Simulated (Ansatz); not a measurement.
# MnS (R-3m): equation of state

One table from this session's results is given with a row withheld; the runs are named, their logs left out.

The COD entry's cell or inner coordinates are ideal or old and differ from later refinements, so a difference from it is no clean test against experiment.

Method: DFT PBE+U (U_eff = 3.9 eV on Mn 3d), scalar-relativistic, plane waves, PAW, in Ansatz 0.2.0.

**The structure to begin with**

It takes space group R-3m (No. 166, trigonal). Conventional cell: a = 3.739 Å, b = 3.739 Å, c = 9.101 Å, α = 90.00°, β = 90.00°, γ = 120.00°. Around Mn (site symmetry -3m) lie 6 S at 2.64 Å. S (site symmetry -3m) is surrounded by 6 Mn at 2.64 Å.

Coordinates:

```
CELL_PARAMETERS angstrom
-2.62184 -2.62184 5.26561
-5.26561 -2.62184 2.62184
-2.62184 -5.26561 2.62184
ATOMIC_POSITIONS crystal
Mn 0.00000 0.00000 0.00000
S 0.25000 0.25000 0.25000
Mn 0.50000 0.50000 0.50000
S 0.75000 0.75000 0.75000
```

An earlier run at PBE+U (U_eff = 3.9 eV on Mn 3d) left this cell at 18.364 Å³/atom and 0.01 GPa (8×8×8 mesh). The large moments point both ways and cancel.

Volume factors to run: 0.980, 1.020, 0.960, 1.040.

Set-up of the first run:

The input, input.yaml:

```yaml
crystal:
  lattice:
    - [-2.604242422, -2.604242422, 5.230266294]
    - [-5.230266294, -2.604242422, 2.604242422]
    - [-2.604242422, -5.230266294, 2.604242422]
  atoms:
    - { symbol: Mn, position: [0.0, 0.0, 0.0], spin: 4.9 }
    - { symbol: S, position: [1.2499999971, -0.7500000029, -0.7500000029] }
    - { symbol: Mn, position: [0.5, 0.5, 0.5], spin: -4.9 }
    - { symbol: S, position: [1.7500000029, -0.2499999971, -0.2499999971] }
basis:
  ecutwfc: 420
  ecutrho_ratio: 4
kpoints:
  mp_grid: { grid: [8, 8, 8] }
hamiltonian:
  xc: pbe
  hubbard:
    sites:
      - { species: Mn, l: d, u_eff: 3.9, starting_ns: start.occupation_matrices }
    ns_hold: { iters: 6 }
scf:
  occupations: { method: gaussian, width: 0.05 }
  lower_state_search: "off"
output:
  forces: true
  stress: true
  eigenvalues: true
  populations: true
magnetization:
  spin_polarized: true
relax:
  f_tol: 0.01
  max_steps: 40
  cell: { stress_tol: 0.1, fix: [volume] }
```

The open shells start from the occupation matrices of the run at the neighbouring geometry (file start.occupation_matrices).

Launch:

```sh
$ ansatz run input.yaml --threads 2 --pin off --max-ram 5120MiB --backend cpu --events-out ev --progress --plain --runs-dir out
```

Among the steps run: At 0.980 of the relaxed volume; Scaling the volume by 1.020; Volume × 0.960; Scaling the volume by 1.040.

One table of the session follows, with a row left open; its other results are not shown here.

It belongs to the step «Energy and pressure against volume». 

```
volume (Å³/atom)  energy (meV/atom)  pressure (GPa)  gap (eV)  moment of atom 1 (μB)
          17.629               7.41            3.33      2.26                   4.41
          17.996                  ?               ?         ?                      ?
          18.364               0.00            0.01      2.23                   4.45
          18.731               1.63           -1.41      2.21                   4.47
          19.098               6.37           -2.70      2.19                   4.49
```

Q: Estimate the row for volume (Å³/atom) = 17.996 from the others.

Worked estimate for «energy (meV/atom)». A straight line through the neighbours (17.629, 7.41) and (18.364, 0.00) gives 7.41 + (0.00 − 7.41) × (17.996 − 17.629) / (18.364 − 17.629) = 3.71; a parabola fitted to 3 rows on both sides gives 1.93.

As computed: energy (meV/atom): 1.80; pressure (GPa): 1.59; gap (eV): 2.25; moment of atom 1 (μB): 4.43. In «energy (meV/atom)» the line misses by +1.91 and the parabola by +0.13.

Caveats from the session: Warnings in the runs' records: stability check not made.
